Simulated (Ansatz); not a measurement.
**GeAs+ (triplet): one geometry, many settings**

What do other methods and options give for GeAs+ (triplet) at this geometry, and how long do they take?

Method: the settings change from run to run; program: Ansatz 0.2.0, Gaussian basis.

10 further runs of the same task are left out: 4 that didn't finish, 6 set aside as unsound or not needed.

### 1 The geometry

The geometry is a PBE0/def2-TZVP stationary point (not a proven minimum) of the parent state, kept for this charge and spin. No spin-orbit coupling is included. The filled d shell of Ge, As may be among the frozen orbitals whatever the setting's name suggests; the logs give the count.

2 atoms, charge 1, spin multiplicity 3.

Atoms are counted from 1 here; the program's logs count them from 0.

Bond lengths: Ge1–As2 2.416 Å.

### 2 MP2 on ROHF/def2-SVP

in.yaml reads:

```yaml
crystal:
  periodic: [false, false, false]
  atoms:
    - {symbol: Ge, position_ang: [0.000000, 0.000000, 0.000000]}
    - {symbol: As, position_ang: [0.000000, 0.000000, 2.416100]}
basis:
  gaussian: {orbitals: def2-SVP}
total_charge: 1
magnetization: {spin_polarized: false, initial_magnetization: 2}
correlation: {method: mp2, electrons: outside_noble_gas}
scf: {lower_state_search: off}
output: {forces: true}
```

Run with:

```
$ ansatz run in.yaml --threads 1 --pin off --events-out ev --progress --plain --max-ram 2393MiB
```

The log of the run:

```text
Functional definition: HF
  name "HF"
  cite "Fock, Z. Phys. 61, 126 (1930) doi:10.1007/BF01340294"
  parent pbe
  exchange = exact_x
  correlation = 0
these checks for a lower state are left out or cut short: starts, cluster_reference, orbital_swaps, neighbouring_geometries, increment
629 factors; integrals over basis functions are off by at most 6.8e-4 eV
mean field evaluation 1: about -117246.1912 eV, gradient 1.1e1 eV
mean field evaluation 2: about -117246.1972 eV, gradient 1.1e1 eV
mean field evaluation 4: about -117246.6753 eV, gradient 2.0e0 eV
mean field evaluation 8: about -117246.7137 eV, gradient 6.8e-2 eV
mean field -117246.71381906 eV, -4308.7372601736 hartree, gradient 7.3e-7 eV, S^2 2.000000; 0 other end points of the search recorded, 0 dependent functions left out
28 core orbitals not correlated: weight in the atoms' cores, before any rotation towards them, 1.000 or more for the frozen orbitals, at most 0.000 for the correlated occupied ones
reference -117246.71381906 eV, -4308.7372601736 hartree; 5, 3 occupied and 31, 33 virtual orbitals, 629 factors
second order -3.27020889 eV of doubles, -0.06185002 eV of singles
the calculation of the forces begins
mean field evaluation 16: about -117246.7138 eV, gradient 7.5e-7 eV
Total energy: -117250.04587797 eV, -4308.8597110799 hartree
Atom 0 at     0.000000     0.000000     0.000000 Å, force    -0.000000     0.000000     0.009020 eV/Å
Atom 1 at     0.000000     0.000000     2.416100 Å, force     0.000000    -0.000000    -0.009020 eV/Å
Dipole moment:    -0.000000    -0.000000    -0.382298 e Å
Checks for a lower state left out: starts, cluster_reference, orbital_swaps, neighbouring_geometries, increment
```

Wall time 2.3 s (1 thread of Arm Neoverse V1, shared host).

### 3 CASCI(4,8)/cc-pVDZ

in.yaml reads:

```yaml
crystal:
  periodic: [false, false, false]
  atoms:
    - {symbol: Ge, position_ang: [0.000000, 0.000000, 0.000000]}
    - {symbol: As, position_ang: [0.000000, 0.000000, 2.416100]}
basis:
  gaussian: {orbitals: cc-pVDZ}
total_charge: 1
magnetization: {spin_polarized: false, initial_magnetization: 2}
correlation: {active_space: {window: {electrons: 4, orbitals: 8}, fixed_orbitals: true}}
scf: {lower_state_search: full}
```

Launched as before.

The log of the run, cut to the lines that bear on the results:

```text
Functional definition: HF
  name "HF"
  cite "Fock, Z. Phys. 61, 126 (1930) doi:10.1007/BF01340294"
  parent pbe
[...]
658 factors; integrals over basis functions are off by at most 8.9e-4 eV
[...]
mean field -117259.84439295 eV, -4309.2197998636 hartree, gradient 9.8e-7 eV, S^2 2.000000; 15 other end points of the search recorded, 0 dependent functions left out
reference -117259.84439295 eV, -4309.2197998636 hartree; 33, 31 occupied and 21, 23 virtual orbitals, 658 factors
state -117260.39581901 eV, -4309.2400643978 hartree
Total energy: -117260.39581901 eV, -4309.2400643978 hartree
```

Wall time 8.5 s (1 thread of Arm Neoverse V1, shared host).

From the report: 192 determinants; active occupations 1.96, 0.99, 0.99, 0.03, 0.02, 0.02, 0.00, 0.00.

### 4 MRCISD+Q(relaxed)(4,3)/cc-pVDZ

in.yaml reads:

```yaml
crystal:
  periodic: [false, false, false]
  atoms:
    - {symbol: Ge, position_ang: [0.000000, 0.000000, 0.000000]}
    - {symbol: As, position_ang: [0.000000, 0.000000, 2.416100]}
basis:
  gaussian: {orbitals: cc-pVDZ}
total_charge: 1
magnetization: {spin_polarized: false, initial_magnetization: 2}
correlation: {method: fic_mrcisd_q_relaxed, electrons: outside_noble_gas, active_space: {window: {electrons: 4, orbitals: 3}, states: [{multiplicity: 3, weights: [1, 1, 1]}]}}
scf: {lower_state_search: light}
```

Launched as before.

The log of the run, cut to the lines that bear on the results:

```text
Functional definition: HF
  name "HF"
  cite "Fock, Z. Phys. 61, 126 (1930) doi:10.1007/BF01340294"
  parent pbe
[...]
1048 factors; integrals over basis functions are off by at most 1.3e-7 eV
[...]
mean field -117259.84446745 eV, -4309.2198026013 hartree, gradient 1.3e-6 eV, S^2 2.000000; 12 other end points of the search recorded, 0 dependent functions left out
reference -117259.84446745 eV, -4309.2198026013 hartree; 33, 31 occupied and 21, 23 virtual orbitals, 1048 factors
state -117259.71259336 eV, -4309.2149563181 hartree
state -117258.58484803 eV, -4309.1735124415 hartree
state -117258.58484803 eV, -4309.1735124415 hartree
contracted CI cycle   1: correlation 0.00000000 eV, 0.0000000000 hartree, residual 1.25e1 eV
contracted CI cycle   2: correlation -3.76017068 eV, -0.1381837236 hartree, residual 2.12e0 eV
[...]
contracted CI cycle   4: correlation -4.29220758 eV, -0.1577357190 hartree, residual 4.11e-1 eV
contracted CI cycle   5: correlation -4.29990482 eV, -0.1580185875 hartree, residual 1.75e-1 eV
contracted CI cycle   6: correlation -4.30097946 eV, -0.1580580799 hartree, residual 5.40e-2 eV
contracted CI cycle   7: correlation -4.30108316 eV, -0.1580618909 hartree, residual 1.81e-2 eV
contracted CI cycle   8: correlation -4.30109814 eV, -0.1580624413 hartree, residual 8.03e-3 eV
contracted CI cycle   9: correlation -4.30110056 eV, -0.1580625302 hartree, residual 3.47e-3 eV
contracted CI cycle  10: correlation -4.30110096 eV, -0.1580625450 hartree, residual 1.16e-3 eV
contracted CI cycle  11: correlation -4.30110101 eV, -0.1580625467 hartree, residual 3.80e-4 eV
state -117258.58484803 eV, -4309.1735124415 hartree; corrected -117263.60283150 eV, -4309.3579199329 hartree
state -117258.58484803 eV, -4309.1735124415 hartree; corrected -117263.60283150 eV, -4309.3579199329 hartree
Total energy: -117263.76481123 eV, -4309.3638725781 hartree
```

Run time: 12 s. Hardware: 1 thread of Arm Neoverse V1, shared host.

From the report: 2 determinants; active occupations (of the averaged states) 1.33, 1.33, 1.33.

### 5 CASSCF(10,7)/6-31G

in.yaml reads:

```yaml
crystal:
  periodic: [false, false, false]
  atoms:
    - {symbol: Ge, position_ang: [0.000000, 0.000000, 0.000000]}
    - {symbol: As, position_ang: [0.000000, 0.000000, 2.416100]}
basis:
  gaussian: {orbitals: 6-31G}
total_charge: 1
magnetization: {spin_polarized: false, initial_magnetization: 2}
correlation: {active_space: {window: {electrons: 10, orbitals: 7}, states: [{multiplicity: 3, weights: [0.5, 1, 1]}]}}
```

The command is unchanged.

The log of the run, cut to the lines that bear on the results:

```text
Functional definition: HF
  name "HF"
  cite "Fock, Z. Phys. 61, 126 (1930) doi:10.1007/BF01340294"
  parent pbe
[...]
848 factors; integrals over basis functions are off by at most 6.9e-8 eV
[...]
mean field -117242.64338776 eV, -4308.5876745822 hartree, gradient 2.6e-6 eV, S^2 2.000000; 10 other end points of the search recorded, 0 dependent functions left out
reference -117242.64338776 eV, -4308.5876745822 hartree; 33, 31 occupied and 25, 27 virtual orbitals, 848 factors
state -117242.93058590 eV, -4308.5982289191 hartree
state -117242.70782989 eV, -4308.5900427867 hartree
state -117242.04585002 eV, -4308.5657154753 hartree
Total energy: -117242.48758914 eV, -4308.5819490886 hartree
```

Wall time 21 s (1 thread of Arm Neoverse V1, shared host).

From the report: 441 determinants; active occupations (of the averaged states) 2.00, 2.00, 1.96, 1.40, 1.31, 1.22, 0.12.

### 6 HF/cc-pVDZ

in.yaml reads:

```yaml
crystal:
  periodic: [false, false, false]
  atoms:
    - {symbol: Ge, position_ang: [0.000000, 0.000000, 0.000000]}
    - {symbol: As, position_ang: [0.000000, 0.000000, 2.416100]}
basis:
  gaussian: {orbitals: cc-pVDZ}
total_charge: 1
magnetization: {spin_polarized: true, initial_magnetization: 2}
hamiltonian: {xc: hf}
output: {forces: true, orbitals: {seedname: orbitals}}
```

Launched as before.

The log of the run, cut to the lines that bear on the results:

```text
Functional definition: HF
  name "HF"
  cite "Fock, Z. Phys. 61, 126 (1930) doi:10.1007/BF01340294"
  parent pbe
[...]
658 factors; integrals over basis functions are off by at most 8.9e-4 eV
[...]
mean field -117259.95532359 eV, -4309.2238764894 hartree, gradient 3.2e-6 eV, S^2 2.014646; 6 other end points of the search recorded, 0 dependent functions left out
[...]
reference -117259.95532359 eV, -4309.2238764894 hartree; 33, 31 occupied and 21, 23 virtual orbitals, 658 factors
Total energy: -117259.95532359 eV, -4309.2238764894 hartree
Atom 0 at     0.000000     0.000000     0.000000 Å, force     0.000000     0.000000     0.077981 eV/Å
Atom 1 at     0.000000     0.000000     2.416100 Å, force    -0.000000    -0.000000    -0.077981 eV/Å
Dipole moment:    -0.000000     0.000000    -0.518733 e Å
```

It took 8 s on 1 thread of Arm Neoverse V1, shared host.

From the report: ⟨S²⟩ of the determinant 2.015 (pure triplet: 2.00).

### 7 CCSDT on ROHF/def2-mTZVP

in.yaml reads:

```yaml
crystal:
  periodic: [false, false, false]
  atoms:
    - {symbol: Ge, position_ang: [0.000000, 0.000000, 0.000000]}
    - {symbol: As, position_ang: [0.000000, 0.000000, 2.416100]}
basis:
  gaussian: {orbitals: def2-mTZVP}
total_charge: 1
magnetization: {spin_polarized: false, initial_magnetization: 2}
correlation: {method: ccsdt, electrons: outside_noble_gas}
```

The command is unchanged.

The log of the run, cut to the lines that bear on the results:

```text
Functional definition: HF
  name "HF"
  cite "Fock, Z. Phys. 61, 126 (1930) doi:10.1007/BF01340294"
  parent pbe
[...]
990 factors; integrals over basis functions are off by at most 1.4e-7 eV
[...]
mean field -117261.27845611 eV, -4309.2725007126 hartree, gradient 1.2e-6 eV, S^2 2.000000; 12 other end points of the search recorded, 0 dependent functions left out
[...]
determinant -117261.27845611 eV, -4309.2725007126 hartree, with singles and doubles -117265.53336767 eV, -4309.4288658284 hartree
determinant -117260.10310373 eV, -4309.2293073096 hartree, with singles and doubles -117264.91569635 eV, -4309.4061668262 hartree
determinant -117258.64943533 eV, -4309.1758859812 hartree, with singles and doubles -117262.71846892 eV, -4309.3254202074 hartree
determinant -117257.89095891 eV, -4309.1480124869 hartree, with singles and doubles -117262.09796022 eV, -4309.3026169333 hartree
determinant -117253.81213818 eV, -4308.9981185899 hartree, with singles and doubles -117259.57283655 eV, -4309.2098203502 hartree
28 core orbitals not correlated: weight in the atoms' cores, before any rotation towards them, 1.000 or more for the frozen orbitals, at most 0.000 for the correlated occupied ones
reference -117261.27845611 eV, -4309.2725007126 hartree; 5, 3 occupied and 39, 41 virtual orbitals, 990 factors
second order -3.38464469 eV of doubles, -0.06256265 eV of singles
cycle   1  -3.97442468 eV  change   -5.3e-1 eV  update   8.8e-2
[...]
cycle  17  -4.44354457 eV  change    2.0e-7 eV  update   3.3e-7
Total energy: -117265.72200067 eV, -4309.4357979635 hartree
```

Run time: 46 s. Hardware: 1 thread of Arm Neoverse V1, shared host; peak memory 0.25 GiB.

From the report: correlation -4.4435 eV; T1 0.035; largest double amplitude 0.09.

### 8 CASSCF(2,3)/STO-3G

in.yaml reads:

```yaml
crystal:
  periodic: [false, false, false]
  atoms:
    - {symbol: Ge, position_ang: [0.000000, 0.000000, 0.000000]}
    - {symbol: As, position_ang: [0.000000, 0.000000, 2.416100]}
basis:
  gaussian: {orbitals: STO-3G}
total_charge: 1
magnetization: {spin_polarized: false, initial_magnetization: 2}
correlation: {active_space: {window: {electrons: 2, orbitals: 3}}}
accuracy: high
output: {forces: true}
```

Same command.

The log of the run, cut to the lines that bear on the results:

```text
Functional definition: HF
  name "HF"
  cite "Fock, Z. Phys. 61, 126 (1930) doi:10.1007/BF01340294"
  parent pbe
[...]
434 factors; integrals over basis functions are off by at most 6.4e-9 eV
[...]
mean field -115942.40961888 eV, -4260.8049649060 hartree, gradient 2.6e-8 eV, S^2 2.000000; 8 other end points of the search recorded, 0 dependent functions left out
reference -115942.40961888 eV, -4260.8049649060 hartree; 33, 31 occupied and 3, 5 virtual orbitals, 434 factors
state -115942.40961888 eV, -4260.8049649060 hartree
[...]
Total energy: -115942.40961888 eV, -4260.8049649060 hartree
Atom 0 at     0.000000     0.000000     0.000000 Å, force     0.000000     0.000000     0.816862 eV/Å
Atom 1 at     0.000000     0.000000     2.416100 Å, force    -0.000000    -0.000000    -0.816862 eV/Å
Dipole moment:    -0.000000    -0.000000    -0.575326 e Å
```

Wall time 6.5 s (1 thread of Arm Neoverse V1, shared host).

From the report: 9 determinants; active occupations 1.00, 1.00, 0.00. With so small a space the active step adds no correlation: the energy is the mean field's.

### 9 MRCISD+Q(relaxed)(2,7)/cc-pVDZ

in.yaml reads:

```yaml
crystal:
  periodic: [false, false, false]
  atoms:
    - {symbol: Ge, position_ang: [0.000000, 0.000000, 0.000000]}
    - {symbol: As, position_ang: [0.000000, 0.000000, 2.416100]}
basis:
  gaussian: {orbitals: cc-pVDZ}
total_charge: 1
magnetization: {spin_polarized: false, initial_magnetization: 2}
correlation: {method: fic_mrcisd_q_relaxed, electrons: outside_noble_gas, active_space: {window: {electrons: 2, orbitals: 7}}}
```

The command is unchanged.

The log of the run, cut to the lines that bear on the results:

```text
Functional definition: HF
  name "HF"
  cite "Fock, Z. Phys. 61, 126 (1930) doi:10.1007/BF01340294"
  parent pbe
[...]
658 factors; integrals over basis functions are off by at most 8.9e-4 eV
[...]
mean field -117259.84439295 eV, -4309.2197998636 hartree, gradient 9.8e-7 eV, S^2 2.000000; 10 other end points of the search recorded, 0 dependent functions left out
reference -117259.84439295 eV, -4309.2197998636 hartree; 33, 31 occupied and 21, 23 virtual orbitals, 658 factors
state -117260.03186535 eV, -4309.2266893475 hartree
contracted CI cycle   1: correlation 0.00000000 eV, 0.0000000000 hartree, residual 1.19e1 eV
contracted CI cycle   2: correlation -3.45071784 eV, -0.1268115417 hartree, residual 2.67e0 eV
contracted CI cycle   3: correlation -3.65550324 eV, -0.1343372663 hartree, residual 9.86e-1 eV
contracted CI cycle   4: correlation -3.68407767 eV, -0.1353873572 hartree, residual 4.21e-1 eV
contracted CI cycle   5: correlation -3.68942374 eV, -0.1355838215 hartree, residual 1.63e-1 eV
contracted CI cycle   6: correlation -3.69018570 eV, -0.1356118230 hartree, residual 6.85e-2 eV
contracted CI cycle   7: correlation -3.69036117 eV, -0.1356182715 hartree, residual 3.59e-2 eV
contracted CI cycle   8: correlation -3.69040815 eV, -0.1356199979 hartree, residual 1.46e-2 eV
contracted CI cycle   9: correlation -3.69041470 eV, -0.1356202389 hartree, residual 5.15e-3 eV
contracted CI cycle  10: correlation -3.69041552 eV, -0.1356202690 hartree, residual 2.04e-3 eV
contracted CI cycle  11: correlation -3.69041566 eV, -0.1356202741 hartree, residual 8.09e-4 eV
state -117260.03186535 eV, -4309.2266893475 hartree; corrected -117264.14072854 eV, -4309.3776872846 hartree
WARN: 1 active orbitals are nearly empty or full. The corrections depend on them more than the energy does, and are more stable in an active space without them
Total energy: -117264.14072854 eV, -4309.3776872846 hartree
```

Run time: 23 s. Hardware: 1 thread of Arm Neoverse V1, shared host.

From the report: 12 determinants; active occupations 0.99, 0.99, 0.01, 0.01, 0.00, 0.00, 0.00. The report marks this result as in doubt.

### 10 CASSCF(2,7)/cc-pVDZ

Edit in.yaml of step 9 so:

```diff
@@ -9,2 +9,3 @@
 magnetization: {spin_polarized: false, initial_magnetization: 2}
-correlation: {method: fic_mrcisd_q_relaxed, electrons: outside_noble_gas, active_space: {window: {electrons: 2, orbitals: 7}}}
+correlation: {active_space: {window: {electrons: 2, orbitals: 7}, states: [{multiplicity: 3, weights: [1, 1, 0.5]}]}}
+output: {forces: true}
```

Same command.

The log of the run, cut to the lines that bear on the results:

```text
Functional definition: HF
  name "HF"
  cite "Fock, Z. Phys. 61, 126 (1930) doi:10.1007/BF01340294"
  parent pbe
[...]
1048 factors; integrals over basis functions are off by at most 1.3e-7 eV
[...]
mean field -117259.84446745 eV, -4309.2198026013 hartree, gradient 3.5e-6 eV, S^2 2.000000; 12 other end points of the search recorded, 0 dependent functions left out
reference -117259.84446745 eV, -4309.2198026013 hartree; 33, 31 occupied and 21, 23 virtual orbitals, 1048 factors
state -117259.79811574 eV, -4309.2180992075 hartree
state -117257.17238496 eV, -4309.1216053812 hartree
state -117257.17103112 eV, -4309.1215556284 hartree
[...]
Total energy: -117258.22240650 eV, -4309.1601929612 hartree
Atom 0 at     0.000000     0.000000     0.000000 Å, force     0.000000     0.000000    -2.001630 eV/Å
Atom 1 at     0.000000     0.000000     2.416100 Å, force    -0.000000    -0.000000     2.001630 eV/Å
Dipole moment:    -0.000000    -0.000000     0.070819 e Å
```

Wall time 31 s (1 thread of Arm Neoverse V1, shared host); peak memory 0.25 GiB.

From the report: 49 determinants; active occupations (of the averaged states) 0.73, 0.65, 0.35, 0.26, 0.00, 0.00, 0.00.

### 11 The runs in one table

Where basis and cores are those of an earlier UCCSDT(Q)/cc-pVDZ run (-117264.1374 eV), and the state is the same kind, the miss against it is given. † marks a result that the program doubts.

```
                                                  level         correlated  functions   energy (eV)  from UCCSDT(Q) (meV)   time
                                   MP2 on ROHF/def2-SVP  outside noble gas         64  -117250.0459                        2.3 s
                                     CASCI(4,8)/cc-pVDZ                            54  -117260.3958                3741.6  8.5 s
MRCISD+Q(relaxed)(4,3)/cc-pVDZ (mean of several states)  outside noble gas         54  -117263.7648                         12 s
            CASSCF(10,7)/6-31G (mean of several states)                            58  -117242.4876                         21 s
                                             HF/cc-pVDZ                            54  -117259.9553                4182.1    8 s
                               CCSDT on ROHF/def2-mTZVP  outside noble gas         72  -117265.7220                         46 s
                                     CASSCF(2,3)/STO-3G                            36  -115942.4096                        6.5 s
                       MRCISD+Q(relaxed)(2,7)/cc-pVDZ †  outside noble gas         54  -117264.1407                  -3.3   23 s
           CASSCF(2,7)/cc-pVDZ (mean of several states)                            54  -117258.2224                         31 s
```

### 12 Results

| quantity | value |
| --- | --- |
| runs | 9 |
| quickest | MP2 on ROHF/def2-SVP, 2.3 s |
| slowest | CCSDT on ROHF/def2-mTZVP, 46 s |

What this shows: Total energies in different bases, with other cores or another treatment of relativity can't be set against each other. CCSDT on ROHF/def2-mTZVP took 20 times as long as MP2 on ROHF/def2-SVP; the jobs differ in more than the method. Hartree-Fock, CASSCF and CASCI lack dynamic correlation by design.
